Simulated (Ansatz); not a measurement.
# CH5B2Cl: basis-set convergence

Aim: see how fast density functionals converge with the basis set for CH5B2Cl.

Method: one geometry, several basis sets; program: Ansatz 0.2.0, Gaussian basis.

Levels to be run: PBE0-D4/def2-SVP; ωB97M-V/def2-SVP; PBE0-D4/def2-QZVPP; ωB97M-V/def2-QZVPP; the functionals' def2-TZVPP values are taken from earlier runs.

### Step 1. The geometry

All runs share one geometry, relaxed beforehand with PBE0-D4 in a triple-zeta def2 set.

SMILES `BCBCl`, 9 atoms, charge 0, spin multiplicity 1.

Atoms are counted from 1 here; the program's logs count them from 0.

Bond lengths: B1–C2 1.554 Å, B1–H5 1.197 Å, B1–H6 1.196 Å, C2–B3 1.549 Å, C2–H7 1.104 Å, C2–H8 1.089 Å, B3–Cl4 1.749 Å, B3–H9 1.193 Å. Angles: C2–B1–H5 119.8°, C2–B1–H6 121.2°, H5–B1–H6 119.0°, B1–C2–B3 108.2°, B1–C2–H7 104.1°, B1–C2–H8 114.7°, B3–C2–H7 103.3°, B3–C2–H8 114.0°, H7–C2–H8 111.6°, C2–B3–Cl4 121.1°, C2–B3–H9 122.5°, Cl4–B3–H9 116.3°.

### Step 2. PBE0-D4 in def2-SVP

The input, in.yaml:

```yaml
crystal:
  periodic: [false, false, false]
  atoms:
    - {symbol: B, position_ang: [-0.636656, 1.154846, 0.049426]}
    - {symbol: C, position_ang: [0.107040, -0.080962, 0.628003]}
    - {symbol: B, position_ang: [0.576168, -0.961281, -0.557352]}
    - {symbol: Cl, position_ang: [-0.128037, -2.535984, -0.849158]}
    - {symbol: H, position_ang: [-0.060531, 1.908502, -0.680613]}
    - {symbol: H, position_ang: [-1.785772, 1.362934, 0.306874]}
    - {symbol: H, position_ang: [1.049880, 0.334281, 1.023431]}
    - {symbol: H, position_ang: [-0.442751, -0.625838, 1.393926]}
    - {symbol: H, position_ang: [1.409160, -0.602800, -1.331836]}
basis:
  gaussian: {orbitals: def2-SVP}
hamiltonian: {xc: pbe0, dispersion: d4}
output: {orbitals: {seedname: orbitals}}
```

Command:

```
> ansatz run in.yaml --threads 2 --pin off --events-out ev --progress --plain --max-ram 4352MiB
```

Further steps of the session: ωB97M-V in def2-SVP; PBE0-D4 in def2-QZVPP; ωB97M-V in def2-QZVPP.

**Question.** What will the summary of the whole plan be? Wanted: PBE0-D4: double and triple zeta above quadruple; ωB97M-V: double and triple zeta above quadruple.

The runs gave:

| quantity | value |
| --- | --- |
| PBE0-D4: double and triple zeta above quadruple | 7.44, 0.52 eV |
| ωB97M-V: double and triple zeta above quadruple | 7.56, 0.49 eV |

In words: For PBE0-D4 the step from double to triple zeta gains 6.92 eV and the next only 0.52 eV. These are total energies; as a rule much of such shifts cancels in differences, which this series doesn't test.
